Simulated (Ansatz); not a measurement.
# C2HNSe: the cost of one run

Program: Ansatz 0.2.0, Gaussian basis. Level of theory: the settings change from run to run. These are calculated values, not measurements.

### Step 1. The relaxed structure

The structure was relaxed beforehand with PBE0-D4 in a triple-zeta def2 set.

SMILES `N=C=C=[Se]`, 5 atoms, charge 0, spin multiplicity 1.

Atoms are counted from 1 here; the program's logs count them from 0.

Bond lengths: N1–C2 1.237 Å, N1–H5 1.023 Å, C2–C3 1.276 Å, C3–Se4 1.707 Å. Angles: C2–N1–H5 113.7°, N1–C2–C3 171.8°, C2–C3–Se4 176.9°.

As a file:

```xyz
5

N     0.7170    1.2090    0.5154
C     0.1718    0.1673    0.1315
C    -0.2901   -0.9912   -0.1361
Se   -0.9607   -2.5025   -0.5603
H     0.4120    2.0437    0.0081
```

### Step 2. rPW86-PBE/def2-TZVPP

Set apart from the defaults: multiplicity 3, relativity set to scalar.

File in.yaml:

```yaml
crystal:
  periodic: [false, false, false]
  atoms:
    - {symbol: N, position_ang: [0.717030, 1.209030, 0.515423]}
    - {symbol: C, position_ang: [0.171769, 0.167294, 0.131549]}
    - {symbol: C, position_ang: [-0.290071, -0.991170, -0.136149]}
    - {symbol: Se, position_ang: [-0.960688, -2.502525, -0.560283]}
    - {symbol: H, position_ang: [0.411960, 2.043670, 0.008059]}
basis:
  gaussian: {orbitals: def2-TZVPP}
magnetization: {spin_polarized: true, initial_magnetization: 2}
hamiltonian: {xc: {name: rPW86-PBE}, pseudopotentials: {relativity: scalar}}
```

Launch:

```console
$ ansatz run in.yaml --threads 2 --pin off --events-out ev --progress --plain --max-ram 4352MiB
```

What time and memory should one allow on 2 threads of AMD EPYC 9B14, shared host?

About 4.5 s, with a peak of 0.27 GiB.
